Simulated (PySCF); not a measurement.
# C₇H₇FO₂S: NMR shifts at several levels of theory, part 2 of 2

PySCF 2.14.0. Atoms count from 0.

**5. Shielding tensors: wB97X-D/pcSseg-1**

What the job is given:

```
{"job": {"kind": "nmr", "xc": "wB97X-D", "basis": "pcSseg-1", "pop": false}, "charge": 0, "multiplicity": 1}
C     -4.229751    -0.291730    -0.337185
C     -2.735016    -0.203342    -0.265675
C     -1.958717    -1.333026     0.023200
C     -0.573555    -1.250915     0.115761
C      0.037800    -0.016018    -0.087266
S      1.784542     0.105692     0.048117
O      2.392946    -1.192572    -0.100274
O      2.264136     1.278888    -0.638612
F      1.890633     0.453509     1.618867
C     -0.702595     1.126860    -0.387526
C     -2.084738     1.021994    -0.474467
H     -4.571302    -1.332651    -0.417950
H     -4.686292     0.140232     0.568632
H     -4.623576     0.269799    -1.197251
H     -2.449095    -2.297786     0.174821
H      0.035512    -2.130987     0.330418
H     -0.191691     2.075932    -0.560189
H     -2.675030     1.910091    -0.714571
```

Method: GIAO wB97X-D/pcSseg-1 NMR shielding, non-relativistic, gas phase.

Log:

```text
coarse grid: 16824 points
cycle   1  E = -918.7366556072  dE =  2.941e+00  |g| = 1.270e+00  |ddm| = 4.421e+00
cycle   2  E = -918.4637891573  dE =  2.729e-01  |g| = 1.844e+00  |ddm| = 2.574e+00
cycle   3  E = -919.0333028083  dE = -5.695e-01  |g| = 1.372e-01  |ddm| = 1.600e+00
cycle   4  E = -919.0359773546  dE = -2.675e-03  |g| = 7.857e-02  |ddm| = 1.596e-01
cycle   5  E = -919.0370129730  dE = -1.036e-03  |g| = 1.101e-02  |ddm| = 6.304e-02
cycle   6  E = -919.0370360250  dE = -2.305e-05  |g| = 4.851e-03  |ddm| = 1.763e-02
cycle   7  E = -919.0370411451  dE = -5.120e-06  |g| = 1.210e-03  |ddm| = 4.907e-03
final grid: 161832 points
cycle   8  E = -919.1352880111  dE = -1.692e-04  |g| = 8.179e-03  |ddm| = 5.738e-02
cycle   9  E = -919.1352851317  dE =  2.879e-06  |g| = 9.704e-03  |ddm| = 1.273e-02
cycle  10  E = -919.1352996232  dE = -1.449e-05  |g| = 6.562e-04  |ddm| = 5.831e-03
cycle  11  E = -919.1352997112  dE = -8.804e-08  |g| = 3.013e-04  |ddm| = 1.344e-03
cycle  12  E = -919.1352997339  dE = -2.274e-08  |g| = 7.765e-05  |ddm| = 4.228e-04
cycle  13  E = -919.1352997356  dE = -1.674e-09  |g| = 3.466e-05  |ddm| = 1.273e-04
cycle  14  E = -919.1352997359  dE = -2.949e-10  |g| = 1.190e-05  |ddm| = 5.211e-05
converged SCF energy = -919.1352997359

GIAO shielding tensors (ppm)
atom      isotropic    diamagn.    paramagn.     s11        s22        s33       span
  0 C      161.300     240.064     -78.764    142.013    154.978    186.909     44.896
  1 C       30.662     264.363    -233.701    -76.593     -7.319    175.898    252.492
  2 C       48.722     255.700    -206.978    -55.051     40.612    160.604    215.655
  3 C       48.445     252.776    -204.331    -54.628     24.051    175.911    230.539
  4 C       44.765     273.732    -228.968    -32.278     38.037    128.536    160.814
  5 S      152.784    1051.026    -898.242    -22.491    109.422    371.421    393.913
  6 O       91.607     401.012    -309.404     17.881    110.199    146.741    128.860
  7 O       91.322     400.974    -309.651     17.855    109.794    146.319    128.464
  8 F       91.342     478.296    -386.954    -24.537    -20.058    318.620    343.156
  9 C       48.905     252.634    -203.728    -54.499     24.997    176.218    230.716
 10 C       48.697     255.577    -206.880    -55.837     36.703    165.226    221.063
 11 H       29.156      26.104       3.052     24.079     28.697     34.693     10.614
 12 H       28.671      24.895       3.776     24.859     26.470     34.685      9.826
 13 H       28.835      25.183       3.652     23.924     28.037     34.544     10.619
 14 H       23.898      32.851      -8.954     19.988     23.747     27.958      7.970
 15 H       23.265      33.303     -10.038     18.797     22.603     28.394      9.597
 16 H       23.251      33.268     -10.017     18.764     22.605     28.385      9.621
 17 H       23.847      32.697      -8.850     19.809     23.554     28.177      8.368
```

Wall time 37 s (8 threads of Arm Neoverse V1, shared host).

Key values: δ C1 153.9, C4 139.8, C3 135.9, C2 135.8, H15 8.12, H14 7.51 ppm (means over like atoms).

**6. Nuclear shieldings: KT2/pcSseg-1**

Settings changed since step 5:

```diff
@@ -1,2 +1,2 @@
-{"job": {"kind": "nmr", "xc": "wB97X-D", "basis": "pcSseg-1", "pop": false}, "charge": 0, "multiplicity": 1}
+{"job": {"kind": "nmr", "xc": "KT2", "basis": "pcSseg-1", "pop": false}, "charge": 0, "multiplicity": 1}
 C     -4.229751    -0.291730    -0.337185
```

Level: GIAO KT2/pcSseg-1 NMR shielding, non-relativistic, gas phase.

Log:

```text
coarse grid: 16824 points
cycle   1  E = -930.2381832603  dE =  2.298e+00  |g| = 1.386e+00  |ddm| = 4.576e+00
cycle   2  E = -928.5893130315  dE =  1.649e+00  |g| = 3.209e+00  |ddm| = 5.197e+00
cycle   3  E = -930.5270056410  dE = -1.938e+00  |g| = 5.589e-01  |ddm| = 4.487e+00
cycle   4  E = -930.5847681671  dE = -5.776e-02  |g| = 2.531e-01  |ddm| = 7.893e-01
cycle   5  E = -930.5964568972  dE = -1.169e-02  |g| = 8.335e-02  |ddm| = 2.526e-01
cycle   6  E = -930.5981066693  dE = -1.650e-03  |g| = 2.760e-02  |ddm| = 1.208e-01
cycle   7  E = -930.5982870087  dE = -1.803e-04  |g| = 1.136e-02  |ddm| = 3.811e-02
cycle   8  E = -930.5983148997  dE = -2.789e-05  |g| = 3.698e-03  |ddm| = 1.305e-02
cycle   9  E = -930.5983178338  dE = -2.934e-06  |g| = 6.705e-04  |ddm| = 3.956e-03
final grid: 161832 points
cycle  10  E = -930.7508938253  dE = -2.811e-04  |g| = 3.458e-02  |ddm| = 1.436e-01
cycle  11  E = -930.7500475015  dE =  8.463e-04  |g| = 7.720e-02  |ddm| = 8.164e-02
cycle  12  E = -930.7510782234  dE = -1.031e-03  |g| = 8.910e-03  |ddm| = 6.382e-02
cycle  13  E = -930.7510946180  dE = -1.639e-05  |g| = 2.946e-03  |ddm| = 1.326e-02
cycle  14  E = -930.7510961948  dE = -1.577e-06  |g| = 1.040e-03  |ddm| = 3.513e-03
cycle  15  E = -930.7510964522  dE = -2.574e-07  |g| = 2.774e-04  |ddm| = 1.346e-03
cycle  16  E = -930.7510964719  dE = -1.973e-08  |g| = 9.230e-05  |ddm| = 3.797e-04
cycle  17  E = -930.7510964739  dE = -1.955e-09  |g| = 2.632e-05  |ddm| = 1.020e-04
cycle  18  E = -930.7510964740  dE = -1.323e-10  |g| = 9.148e-06  |ddm| = 3.144e-05
converged SCF energy = -930.7510964740

GIAO shielding tensors (ppm)
atom      isotropic    diamagn.    paramagn.     s11        s22        s33       span
  0 C      159.631     243.381     -83.750    139.833    152.288    186.772     46.939
  1 C       43.366     263.991    -220.625    -49.617      8.339    171.376    220.993
  2 C       58.296     254.880    -196.584    -34.368     53.483    155.775    190.143
  3 C       60.712     252.407    -191.695    -29.133     40.071    171.199    200.331
  4 C       52.713     273.947    -221.234    -13.942     45.872    126.209    140.151
  5 S      193.313    1053.693    -860.380     20.954    147.095    411.889    390.935
  6 O       79.748     401.881    -322.133      7.059    100.985    131.201    124.142
  7 O       79.443     401.842    -322.398      7.182    100.405    130.743    123.561
  8 F       65.203     479.516    -414.313    -50.020    -47.258    292.887    342.907
  9 C       61.093     252.197    -191.104    -29.183     40.887    171.575    200.757
 10 C       58.432     254.499    -196.066    -34.928     49.630    160.594    195.522
 11 H       29.079      26.457       2.622     24.331     28.568     34.337     10.006
 12 H       28.469      25.286       3.183     24.723     26.288     34.396      9.673
 13 H       28.677      25.399       3.278     23.960     27.856     34.215     10.254
 14 H       24.021      32.926      -8.904     20.260     24.187     27.617      7.357
 15 H       23.493      33.550     -10.057     19.057     23.328     28.093      9.036
 16 H       23.474      33.485     -10.011     19.019     23.319     28.085      9.067
 17 H       23.966      32.743      -8.777     20.052     24.005     27.841      7.789
```

Run time: 22 s. Hardware: 8 threads of Arm Neoverse V1, shared host.

This run: δ C1 139.9, C4 130.5, C2 124.9, C3 122.3, H15 7.70, H14 7.19 ppm (means over like atoms).

**7. NMR shieldings: HF/pcSseg-1**

Settings changed since step 6:

```diff
@@ -1,2 +1,2 @@
-{"job": {"kind": "nmr", "xc": "KT2", "basis": "pcSseg-1", "pop": false}, "charge": 0, "multiplicity": 1}
+{"job": {"kind": "nmr", "xc": "HF", "basis": "pcSseg-1", "pop": false}, "charge": 0, "multiplicity": 1}
 C     -4.229751    -0.291730    -0.337185
```

Level: GIAO HF/pcSseg-1 NMR shielding, non-relativistic, gas phase.

Log:

```text
final grid: 161832 points
cycle   1  E = -915.3723033949  dE =  3.651e+00  |g| = 1.115e+00  |ddm| = 4.362e+00
cycle   2  E = -915.5388279461  dE = -1.665e-01  |g| = 7.966e-01  |ddm| = 1.583e+00
cycle   3  E = -915.6520154099  dE = -1.132e-01  |g| = 1.182e-01  |ddm| = 7.369e-01
cycle   4  E = -915.6557325697  dE = -3.717e-03  |g| = 4.236e-02  |ddm| = 1.986e-01
cycle   5  E = -915.6561904439  dE = -4.579e-04  |g| = 9.963e-03  |ddm| = 5.196e-02
cycle   6  E = -915.6562272332  dE = -3.679e-05  |g| = 3.399e-03  |ddm| = 1.305e-02
cycle   7  E = -915.6562368989  dE = -9.666e-06  |g| = 1.465e-03  |ddm| = 6.895e-03
cycle   8  E = -915.6562392073  dE = -2.308e-06  |g| = 6.893e-04  |ddm| = 3.500e-03
cycle   9  E = -915.6562397909  dE = -5.836e-07  |g| = 3.257e-04  |ddm| = 1.897e-03
cycle  10  E = -915.6562399036  dE = -1.127e-07  |g| = 1.282e-04  |ddm| = 8.398e-04
cycle  11  E = -915.6562399240  dE = -2.044e-08  |g| = 4.715e-05  |ddm| = 4.302e-04
cycle  12  E = -915.6562399255  dE = -1.451e-09  |g| = 1.311e-05  |ddm| = 1.091e-04
cycle  13  E = -915.6562399256  dE = -1.144e-10  |g| = 3.937e-06  |ddm| = 3.041e-05
converged SCF energy = -915.6562399256

GIAO shielding tensors (ppm)
atom      isotropic    diamagn.    paramagn.     s11        s22        s33       span
  0 C      169.642     235.891     -66.249    151.913    164.760    192.255     40.342
  1 C       32.212     264.467    -232.255    -83.909     -6.256    186.799    270.708
  2 C       57.349     256.332    -198.983    -51.820     52.442    171.425    223.245
  3 C       49.750     252.288    -202.538    -63.202     26.556    185.895    249.097
  4 C       57.030     272.299    -215.269    -27.984     52.539    146.534    174.519
  5 S      175.545    1047.590    -872.045     25.667    147.164    353.803    328.136
  6 O      134.020     399.722    -265.702     60.935    154.648    186.478    125.543
  7 O      133.712     399.688    -265.975     60.802    154.297    186.038    125.236
  8 F      152.173     477.906    -325.733     43.183     54.842    358.495    315.312
  9 C       50.341     252.156    -201.815    -62.962     27.846    186.138    249.101
 10 C       57.049     256.508    -199.459    -52.910     48.542    175.516    228.426
 11 H       29.328      25.891       3.437     23.747     28.784     35.453     11.706
 12 H       28.869      24.542       4.327     24.753     26.448     35.405     10.652
 13 H       29.034      25.066       3.969     23.707     28.104     35.292     11.585
 14 H       24.155      33.036      -8.880     19.553     24.764     28.149      8.596
 15 H       23.205      32.815      -9.609     18.129     22.925     28.562     10.433
 16 H       23.199      32.793      -9.594     18.095     22.945     28.556     10.461
 17 H       24.093      32.900      -8.808     19.372     24.535     28.371      8.999
```

Wall time 18 s (8 threads of Arm Neoverse V1, shared host).

In short: δ C1 158.6, C3 140.8, C4 133.8, C2 133.6, H15 8.48, H14 7.56 ppm (means over like atoms).

**8. Run by run: NMR shifts**

Shifts (ppm) of some atoms, chosen among heavy atoms and hydrogens apart, means over like atoms, with basis size and wall time:

| run | C1 | C3 | H15 | H14 | S5 | O6 | F8 | functions | time |
| --- | --- | --- | --- | --- | --- | --- | --- | --- | --- |
| PBE0/pcSseg-1 | 152.1 | 134.1 | 8.08 | 7.50 | 336 | 245.0 | 91.0 | 229 | 29 s |
| PBE/pcSseg-1 | 148.7 | 130.4 | 7.86 | 7.36 | 333 | 258.8 | 82.1 | 229 | 21 s |
| wB97X-D/pcSseg-1 | 153.9 | 135.9 | 8.12 | 7.51 | 341 | 241.7 | 95.8 | 229 | 37 s |
| KT2/pcSseg-1 | 139.9 | 122.3 | 7.70 | 7.19 | 325 | 251.1 | 73.4 | 229 | 22 s |
| HF/pcSseg-1 | 158.6 | 140.8 | 8.48 | 7.56 | 338 | 199.4 | 94.2 | 229 | 18 s |

**9. Results**

This closing draws on all 2 parts.

```
                                                               quantity                                 value
                                                            point group                                    C1
                                   rotational constants (main isotopes)                  2.57, 0.56, 0.51 GHz
13C shifts against TMS (PBE0/pcSseg-1, means over atoms taken as alike)  152.1, 138.4, 135.1, 134.1, 23.5 ppm
 1H shifts against TMS (PBE0/pcSseg-1, means over atoms taken as alike)                  8.08, 7.50, 2.51 ppm
                                 33S shifts against CS2 (PBE0/pcSseg-1)                               336 ppm
17O shifts against H2O (PBE0/pcSseg-1, means over atoms taken as alike)                             245.0 ppm
                               19F shifts against CFCl3 (PBE0/pcSseg-1)                              91.0 ppm
                                               range of the shift of O6                    199.4 to 258.8 ppm
```

What this shows: Single values in the summary come from the first run of each kind that ended normally (PBE0/pcSseg-1), which need not be the best level. The optimisation took 7 steps and gained 0.112 eV; among the close pairs (by a distance rule), S5–F8 changed most, from 1.654 to 1.612 Å. At PBE0/pcSseg-1: Shielding is most anisotropic at S5 (span 393 ppm, paramagnetic term -891 ppm). NICS(1)zz of -27 ppm above the planar ring from C1 marks a diatropic (aromatic) ring current. In ppm, O6 (with its like atoms) moves most: its shift spreads over 59.4 ppm, from 199.4 (HF/pcSseg-1) to 258.8 (PBE/pcSseg-1).
